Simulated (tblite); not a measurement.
# CH13N3OSi3: the cost of one run

Computed with tblite 0.8.0 and PySCF 2.14.0, with density-fitted response routines of our own, on a single molecule in the gas phase. Atoms are numbered from 0 throughout.

## 1. The molecule as given

21 atoms, charge 0, multiplicity 1; geometry from: force field or distance geometry start.

Bonds of the start (Å): C0–O1 1.42, O1–Si2 1.69, Si2–N3 1.77, N3–Si4 1.80, N3–Si5 1.78, Si5–N6 1.78, Si5–N7 1.79, C0–H8 1.10, C0–H9 1.11, C0–H10 1.12, Si2–H11 1.47, Si2–H12 1.48, Si4–H13 1.47, Si4–H14 1.47, Si4–H15 1.47, Si5–H16 1.47, N6–H17 1.05, N6–H18 1.06, N7–H19 1.05, N7–H20 1.04.

## 2. Relaxing the molecule with GFN2-xTB

Job settings and geometry (Å):

```
{"job": {"kind": "relax", "xc": "GFN2-xTB", "basis": "xTB"}, "charge": 0, "multiplicity": 1}
C      3.066500    -1.385100     0.236300
O      1.661500    -1.211000     0.250500
Si     1.378700     0.340000    -0.361100
N     -0.332400     0.804100    -0.423200
Si    -0.476100     2.409800     0.366200
Si    -1.454700    -0.310100     0.387100
N     -1.341200    -1.994000    -0.178900
N     -3.086100     0.260000    -0.095300
H      3.437400    -1.674500    -0.760700
H      3.404000    -2.054300     1.051500
H      3.483600    -0.379400     0.481900
H      1.907900     0.362700    -1.735600
H      2.087200     1.314600     0.499000
H      0.087400     3.468400    -0.475400
H      0.288700     2.378400     1.626500
H     -1.880100     2.664000     0.710600
H     -1.436700    -0.230500     1.853700
H     -1.585800    -2.086100    -1.194200
H     -2.065800    -2.577300     0.329000
H     -3.349000    -0.119500    -1.039200
H     -3.803800     0.036800     0.625500
```

Launch:

```console
$ OMP_NUM_THREADS=1 python probes_run.py task.json out
```

This one command runs all jobs of the session in turn.

**Question.** How long does this first job take on 1 thread of Arm Neoverse V1, shared host?

About 2.6 s.
